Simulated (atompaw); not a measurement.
**A PAW (atompaw) potential for germanium, from input to tests**

Task: generate the file, and judge it by its logarithmic derivatives, its ghosts and its cutoff.

Program: atompaw 4.2.0.5. Reference atom: PBE, scalar-relativistic, spherical and spin-unpolarised. All values are calculated.

### 1 Starting point

Typed settings, in words:

| Quantity | Value |
| --- | --- |
| element | germanium (Ge, Z = 32) |
| type | PAW |
| frozen core | [Ar] 3d10 |
| valence charge | 4 |
| reference configuration | 4s2 4p2 |
| partial waves | 4s (bound): rc 1.50 bohr; 4s channel at 0.65 Ry: rc 1.50 bohr; 4p (bound): rc 2.15 bohr; 4p channel at 1.75 Ry: rc 2.15 bohr; 4d channel at 0.3 Ry: rc 2.15 bohr; 4d channel at 1.65 Ry: rc 2.15 bohr |
| local potential | troulliermartins scheme with l = 3 at 0 Ry, radius 1.45 bohr |
| core correction | smooth core density matched at 1.70 bohr |
| augmentation charge | sinc compensation charge, radius 1.85 bohr; PAW radius 2.15 bohr; waves and projectors: custom polynom vanderbiltortho |

An earlier all-electron run gives the scale for the radii.

All-electron outer shells of the reference configuration (PBE, scalar-relativistic, ld1.x):

```tsv
shell	level (eV)	outermost node (bohr)	outermost maximum (bohr)
3p	-115.62	0.23	0.54
3d	-29.31	–	0.50
4s	-11.73	0.77	1.75
4p	-3.90	0.82	2.22
```

### 2 Generation

Ge.input

```
Ge 32
GGA-PBE scalarrelativistic loggrid 1500 logderivrange -3 5 201
4 4 3 0 0 0
4 1 2
0 0 0
c
c
c
v
c
c
v
c
2
2.15 1.85 1.45 1.70
y
0.65
n
y
1.75
n
y
0.3
y
1.65
n
custom polynom vanderbiltortho sinc
3 0 troulliermartins
1.50
1.50
2.15
2.15
2.15
2.15
PWSCFOUT
UPFDX 0.0125d0 UPFXMIN -7.d0 UPFZMESH 32.d0
END
```

Started as:

```bash
$ atompaw < Ge.input > Ge.log
```

Q: Predict the outcome of this session. Wanted: cutoffs for 10 and 1 mRy, occupied levels; bound ghosts; largest phase difference near zero energy, channels read; lowest eigenvalue of the overlap; share of valence orbitals outside the PAW sphere; UPF file.

**Answer**, as computed:

| quantity | value |
| --- | --- |
| cutoffs for 10 and 1 mRy, occupied levels | 21 Ry and 30 Ry |
| bound ghosts | s at -178.33 eV, d at -20.05 eV |
| largest phase difference near zero energy, channels read | 0.007 rad |
| lowest eigenvalue of the overlap (Bessel basis) | 0.317 (p) |
| share of valence orbitals outside the PAW sphere | 4s 42 %, 4p 69 % |
| UPF file | written |

In words: A bound ghost (s, d) makes it unfit for use: electrons can fall into a state that the atom doesn't have. Close by lies the frozen 3s level (-168.5 eV). The potential is soft on the atom: the looser tolerance needs 21 Ry. The slowest occupied level is 4s: taken alone it needs 25 Ry to come within 1 mRy, against 8 Ry for 4p. Near zero energy the phases of the channels with partial waves agree within 0.007 rad. All of this concerns the isolated atom, not yet a solid.
